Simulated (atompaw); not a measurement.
**A PAW (atompaw) potential for Fe, from input to tests**

Task: generate the file, and judge it by its logarithmic derivatives, its ghosts and its cutoff.

Program: atompaw 4.2.0.5. Reference atom: PBE, scalar-relativistic, spherical and spin-unpolarised. All values are calculated.

### Step 1. The design

Typed settings, in words:

```json
{
 "element": "iron (Fe, Z = 26)",
 "type": "PAW",
 "frozen core": "[Ne]",
 "valence charge": "16",
 "reference configuration": "3s2 3p6 3d6 4s1.5 4p0.5",
 "partial waves": "3s (bound): rc 1.15 bohr; 4s (bound): rc 1.70 bohr; 3p (bound): rc 1.10 bohr; 4p (bound): rc 1.35 bohr; 3d (bound): rc 1.70 bohr; 3d channel at 0.7 Ry: rc 1.70 bohr",
 "local potential": "troulliermartins scheme with l = 3 at 0 Ry, radius 1.15 bohr",
 "core correction": "smooth core density matched at 1.55 bohr",
 "augmentation charge": "gaussian compensation charge, radius 1.55 bohr; PAW radius 1.70 bohr; waves and projectors: custom polynom2 7 10 vanderbiltortho"
}
```

An earlier all-electron run gives the scale for the radii.

All-electron outer shells of the reference configuration (PBE, scalar-relativistic, ld1.x):

```tsv
shell	level (eV)	outermost node (bohr)	outermost maximum (bohr)
2s	-820.59	0.08	0.22
2p	-699.32	–	0.18
3s	-94.93	0.33	0.70
3p	-60.96	0.30	0.72
3d	-8.39	–	0.71
4s	-5.86	1.00	2.38
4p	-1.75	1.10	3.25
```

### Step 2. Generation

Contents of Fe.input:

```
Fe 26
GGA-PBE scalarrelativistic loggrid 1500 logderivrange -9 5 351
4 4 3 0 0 0
4 0 1.5
4 1 0.5
3 2 6
0 0 0
c
c
v
v
c
v
v
v
2
1.70 1.55 1.15 1.55
n
n
y
0.7
n
custom polynom2 7 10 vanderbiltortho gaussian
3 0 troulliermartins
1.15
1.70
1.10
1.35
1.70
1.70
PWSCFOUT
UPFDX 0.0125d0 UPFXMIN -7.d0 UPFZMESH 26.d0
END
```

Launch:

```
$ atompaw < Fe.input > Fe.log
```

Before running it: what results should come out? Wanted: cutoffs for 10 and 1 mRy, occupied levels; bound ghosts; largest phase difference near zero energy, channels read; lowest eigenvalue of the overlap; share of valence orbitals outside the PAW sphere; UPF file.

The runs gave:

```
                                                quantity                                      value
               cutoffs for 10 and 1 mRy, occupied levels                over 300 Ry and over 300 Ry
                                            bound ghosts                                 none found
largest phase difference near zero energy, channels read                                  0.012 rad
         lowest eigenvalue of the overlap (Bessel basis)                                  0.566 (p)
        share of valence orbitals outside the PAW sphere  3s 1 %, 4s 89 %, 3p 2 %, 4p 97 %, 3d 16 %
                                                UPF file                                    written
```

The potential is very hard: the looser tolerance needs over 300 Ry. The slowest occupied level is 3p: taken alone it needs over 300 Ry to come within 1 mRy, against 90 Ry for 3s. The Bessel-basis test finds no level below the valence levels. Near zero energy the phases of the channels with partial waves agree within 0.012 rad. All of this concerns the isolated atom, not yet a solid.
